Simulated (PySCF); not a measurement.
# CH3BNO4: the cost of one run

Computed with PySCF 2.14.0; each step states its level. No surroundings beyond the atoms listed, unless a continuum is named. Atoms count from 0, parts from 1.

### Step 1. The system as given

10 atoms, charge 0, multiplicity 2; geometry: GFN2-xTB, MD frame. Parts: 1 = atoms 0–6, `NB([O])O`, charge 0; 2 = atoms 7–9, `O=C=O`, charge 0.

### Step 2. EPR parameters: 375 fs

What the job is given:

```
{"job": {"kind": "epr", "basis": "pcH-1"}, "charge": 0, "multiplicity": 2, "parts": [{"atoms": "0-6", "charge": 0, "multiplicity": 2}, {"atoms": "7-9", "charge": 0, "multiplicity": 1}]}
N      1.252556    -0.243613    -0.439120
B      1.806629     0.814842     0.505527
O      2.018570     0.140076     1.588715
O      1.612670     2.118060     0.010466
H      0.197477    -0.356611    -0.463367
H      1.676039    -1.213198    -0.097404
H      1.799005     2.841517     0.653550
O     -2.845987     1.483970    -1.019768
C     -2.494084     0.673071    -0.301533
O     -2.097849    -0.177681     0.360727
```

Method: UKS B3LYP, pcH-1 on B C H N O, non-relativistic, mean-field spin-orbit, GIAO.

Started as:

```
OMP_NUM_THREADS=1 python cluster_run.py task.json out
```

The driver reads the jobs from task.json and runs them one after another.

Q: Estimate the wall time and peak memory of this first job on 1 thread of Arm Neoverse N1, shared host.

About 87 s, with a peak of 0.66 GiB.
